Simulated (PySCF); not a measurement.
# C2H8AsB: the cost of one run

Computed with PySCF 2.14.0 and routines of our own; the level stands in each step. Atoms count from 0.

## (1) The system as given

12 atoms, charge 0, multiplicity 1; geometry from: GFN2-xTB.

## (2) Optimising the geometry at PBE0-D3(BJ)/def2-SVP

What the job is given:

```
{"job": {"xc": "PBE0", "basis": "def2-SVP", "d3": "d3bj", "grid": 1, "maxiter": 30, "shake": 0.01, "kind": "geom"}, "charge": 0, "multiplicity": 1}
B      2.462910    -0.313210     0.459130
As     0.810240     0.684730     0.994930
C     -0.570930    -0.431470     0.040350
C     -1.883320     0.244470    -0.000860
H      3.441570     0.263750     0.208760
H      2.458570    -1.455150     0.469710
H      0.918420     1.759000    -0.058150
H     -0.604020    -1.372150     0.584780
H     -0.212110    -0.650150    -0.945250
H     -2.645500    -0.388640    -0.502620
H     -1.862550     1.192730    -0.513510
H     -2.273600     0.437810     1.018420
```

Command:

```
$ OMP_NUM_THREADS=1 python heavy_run.py task.json out
```

This one command runs all jobs of the session in turn.

Q: Estimate the wall time and peak memory of this first job on 1 thread of Intel Xeon Platinum 8488C, shared host.

About 43 s, with a peak of 0.47 GiB.
